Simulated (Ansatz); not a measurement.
Task: a rigid torsion scan of CH₄BNOSi, SMILES O[SiH2]B1C=N1, with the Python package of Ansatz (0.2.0). Give the script and its output. Use (for the species named): r2scan0, cc-pVDZ basis, multiplicity 1.

```tsv
atom	x (Å)	y (Å)	z (Å)
O	-0.3317	0.2422	-2.1422
Si	0.0948	-0.7949	-0.9090
B	0.4359	0.2101	0.6980
C	0.1312	0.8609	1.9445
N	1.3562	0.9669	1.5390
H	-1.2717	0.6307	-1.8746
H	1.3389	-1.5087	-1.3193
H	-0.9408	-1.7419	-0.6579
H	-0.7242	1.0884	2.7044
```

Script `torsion_ch4bnosi.py`:
```python
# -*- coding: utf-8 -*-
"""Rigid torsion scan of CH4BNOSi."""

import ansatz as az
from ase import Atoms

atoms = Atoms(["O", "Si", "B", "C", "N", "H", "H", "H", "H"], positions=[
    (-0.3317, 0.2422, -2.1422),
    (0.0948, -0.7949, -0.909),
    (0.4359, 0.2101, 0.698),
    (0.1312, 0.8609, 1.9445),
    (1.3562, 0.9669, 1.539),
    (-1.2717, 0.6307, -1.8746),
    (1.3389, -1.5087, -1.3193),
    (-0.9408, -1.7419, -0.6579),
    (-0.7242, 1.0884, 2.7044),
])

# relax first, so that the scan starts from a minimum
first = (
    az.Crystal.molecule_from_ase(atoms).calculation()
    .basis(gaussian="cc-pVDZ")  # the orbital basis, by name
    .functional("r2scan0")
    .relax(force_tolerance=0.02, max_steps=80)  # relax until the tolerances are met
)
atoms.positions = first.run(threads=1, pin="off").report["positions_ang"]

start = atoms.get_dihedral(2, 1, 0, 5)
energies = {}
for turn in range(0, 360, 30):
    turned = atoms.copy()
    turned.set_dihedral(2, 1, 0, 5, start + turn, indices=[0, 5])
    calc = (
        az.Crystal.molecule_from_ase(turned).calculation()
        .basis(gaussian="cc-pVDZ")  # atom-centred Gaussian functions
        .functional("r2scan0")
    )
    energies[round((start + turn) % 360)] = calc.run(threads=1, pin="off").report["free_energy_ev"]
floor = min(energies.values())
print("dihedral B2-Si1-O0-H5 (deg)   E - E(min) (kcal/mol)")
for angle, e in sorted(energies.items()):
    print(f"{angle:8d} {23.060548 * (e - floor):14.3f}  " + "#" * int(30 * (e - floor) / max(max(energies.values()) - floor, 1e-9)))
```

```console
$ python torsion_ch4bnosi.py
dihedral B2-Si1-O0-H5 (deg)   E - E(min) (kcal/mol)
      14          0.972  ##################
      44          1.431  ###########################
      74          1.584  ##############################
     104          1.519  ############################
     134          1.208  ######################
     164          0.912  #################
     194          1.005  ###################
     224          1.230  #######################
     254          0.969  ##################
     284          0.320  ######
     314          0.000
     344          0.326  ######
```

The scan is rigid and the energies are electronic, in a modest basis. With rigid groups the curve can differ much from the relaxed path, the start wasn't checked as a minimum of this torsion, and equivalent turns needn't return to the same energy. Hardware and time: 2.5 min on 1 thread of Intel(R) Xeon(R) Processor @ 2.30GHz, on a shared host, peak memory 0.32 GiB.

(A comment or docstring line of the script was reworded after the run, the code is as it ran.)
